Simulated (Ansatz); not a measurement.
# C2H10AlN3: basis-set convergence

How large a basis does C2H10AlN3 need? Two functionals are run in growing sets.

The runs use Ansatz 0.2.0, Gaussian basis; one geometry, several basis sets.

Plan: PBE0-D4/def2-SVP; ωB97M-V/def2-SVP; PBE0-D4/def2-QZVPP; ωB97M-V/def2-QZVPP; the functionals' def2-TZVPP values are taken from earlier runs.

## (1) The geometry

An earlier PBE0-D4 in a triple-zeta def2 set relaxation fixed the geometry.

SMILES `C[N](C)[Al]([NH2])[NH2]`, 16 atoms, charge 0, spin multiplicity 1.

Atoms are counted from 1 here; the program's logs count them from 0.

Bond lengths: C1–N2 1.439 Å, C1–H7 1.093 Å, C1–H8 1.101 Å, C1–H9 1.101 Å, N2–C3 1.439 Å, N2–Al4 1.777 Å, C3–H10 1.093 Å, C3–H11 1.101 Å, C3–H12 1.101 Å, Al4–N5 1.771 Å, Al4–N6 1.771 Å, N5–H13 1.006 Å, N5–H14 1.006 Å, N6–H15 1.006 Å, N6–H16 1.006 Å. Angles: N2–C1–H7 111.0°, N2–C1–H8 112.0°, N2–C1–H9 111.8°, H7–C1–H8 107.7°, H7–C1–H9 107.2°, H8–C1–H9 106.9°, C1–N2–C3 112.3°, C1–N2–Al4 123.9°, C3–N2–Al4 123.9°, N2–C3–H10 111.0°, N2–C3–H11 112.0°, N2–C3–H12 111.8°, H10–C3–H11 107.7°, H10–C3–H12 107.2°, H11–C3–H12 106.9°, N2–Al4–N5 119.9°, N2–Al4–N6 119.9°, N5–Al4–N6 120.3° and more.

## (2) PBE0-D4 in def2-SVP

Contents of in.yaml:

```yaml
crystal:
  periodic: [false, false, false]
  atoms:
    - {symbol: C, position_ang: [1.427635, 0.833965, 0.968425]}
    - {symbol: N, position_ang: [0.273286, 0.038793, 0.640945]}
    - {symbol: C, position_ang: [-0.247855, -0.664016, 1.783983]}
    - {symbol: Al, position_ang: [-0.428330, -0.063521, -0.988479]}
    - {symbol: N, position_ang: [0.484673, 0.539008, -2.381542]}
    - {symbol: N, position_ang: [-2.037742, -0.768179, -1.213370]}
    - {symbol: H, position_ang: [1.784912, 1.383450, 0.093804]}
    - {symbol: H, position_ang: [2.261163, 0.218070, 1.340331]}
    - {symbol: H, position_ang: [1.203846, 1.575893, 1.750520]}
    - {symbol: H, position_ang: [-1.102032, -1.286015, 1.504593]}
    - {symbol: H, position_ang: [-0.580256, 0.024991, 2.575925]}
    - {symbol: H, position_ang: [0.506210, -1.328562, 2.233399]}
    - {symbol: H, position_ang: [0.093820, 0.707801, -3.292935]}
    - {symbol: H, position_ang: [1.470878, 0.735830, -2.388481]}
    - {symbol: H, position_ang: [-2.712536, -0.919792, -0.483211]}
    - {symbol: H, position_ang: [-2.420773, -1.050216, -2.099706]}
basis:
  gaussian: {orbitals: def2-SVP}
hamiltonian: {xc: pbe0, dispersion: d4}
output: {orbitals: {seedname: orbitals}}
```

Run with:

```sh
> ansatz run in.yaml --threads 4 --pin off --events-out ev --progress --plain --max-ram 11315MiB
```

Further steps of the session: ωB97M-V in def2-SVP; PBE0-D4 in def2-QZVPP; ωB97M-V in def2-QZVPP.

**Question.** What will the summary of the whole plan be? Wanted: PBE0-D4: double and triple zeta above quadruple; ωB97M-V: double and triple zeta above quadruple.

**Answer**, as computed:

| quantity | value |
| --- | --- |
| PBE0-D4: double and triple zeta above quadruple | 10.88, 0.64 eV |
| ωB97M-V: double and triple zeta above quadruple | 11.19, 0.62 eV |

What this shows: PBE0-D4 gains 10.24 eV from double to triple zeta, then 0.64 eV more. These are total energies; as a rule much of such shifts cancels in differences, which this series doesn't test. The LUMO of ωB97M-V is positive and keeps falling with the basis (2.26 to 1.18 eV): an unbound level that the basis holds in place.
